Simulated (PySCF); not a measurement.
# Si2GeH8: electronic excitations and core binding energies

What electronic excitations and core binding energies should Si2GeH8 (`[SiH3][SiH2][GeH3]`) show?

Programs: PySCF 2.14.0, with density-fitted response routines of our own. Each step states its level of theory. These are calculated values for one molecule in the gas phase, unless marked as measured. Atoms are numbered from 0 throughout.

### Step 1. The starting structure

11 atoms, charge 0, multiplicity 1; geometry from: GFN2-xTB.

Bonds of the start (Å): Si0–Si1 2.32, Si1–Ge2 2.34, Si0–H3 1.46, Si0–H4 1.47, Si0–H5 1.47, Si1–H6 1.47, Si1–H7 1.47, Ge2–H8 1.50, Ge2–H9 1.50, Ge2–H10 1.50.

### Step 2. TDDFT and polarisability: CAM-B3LYP/def2-SVPD

Job settings and geometry (Å):

```
{"job": {"kind": "uv", "xc": "CAM-B3LYP", "basis": "def2-SVPD", "nstates": 8, "ntriplets": 3}, "charge": 0, "multiplicity": 1}
Si     1.848367     0.758347    -0.000178
Si     0.257115    -0.920868    -0.132124
Ge    -1.929879    -0.109170     0.081836
H      3.212033     0.242287    -0.137663
H      1.661580     1.763444    -1.050698
H      1.782758     1.465851     1.281958
H      0.445181    -1.947845     0.901660
H      0.329566    -1.656008    -1.402279
H     -2.336002     0.906422    -0.948471
H     -2.217231     0.610293     1.369392
H     -3.048063    -1.110082     0.010605
```

Level: TDDFT CAM-B3LYP/def2-SVPD, vertical, gas phase, core orbitals frozen in the response.

**Question.** This job is followed by: delta-SCF UKS SCAN, pcX-2 on the ionised atom, pcseg-1 elsewhere, spin-free X2C. Predict these results of the whole session: lowest singlet (CAM-B3LYP/def2-SVPD); brightest single state of those computed; lowest triplet; Si1s binding energies, SCAN/pcX-2; Si2p binding energies, SCAN/pcX-2.

The runs gave:

| quantity | value |
| --- | --- |
| lowest singlet (CAM-B3LYP/def2-SVPD) | 7.19 eV (172 nm), f = 0.000 |
| brightest single state of those computed | state 2, 7.20 eV, f = 0.294 |
| lowest triplet | 6.20 eV |
| Si1s binding energies, SCAN/pcX-2 | Si0 1846.24, Si1 1846.10 eV |
| Si2p binding energies, SCAN/pcX-2 | Si0 106.78, Si1 106.65 eV |

The first singlet state (HOMO→LUMO+3 0.94) lies at 7.19 eV and is dark; of the 8 states computed, the strongest absorption comes from state 2 at 7.20 eV. The lowest triplet lies 0.99 eV below the lowest singlet (triplets in Tamm-Dancoff, singlets in full TDDFT). The Si1s levels kept as sound span 0.14 eV, from Si1 (silicon bonded to Ge, Si, 2 H) up to Si0 (silicon bonded to Si, 3 H). The Si2p levels kept as sound span 0.13 eV, from Si1 (silicon bonded to Ge, Si, 2 H) up to Si0 (silicon bonded to Si, 3 H).
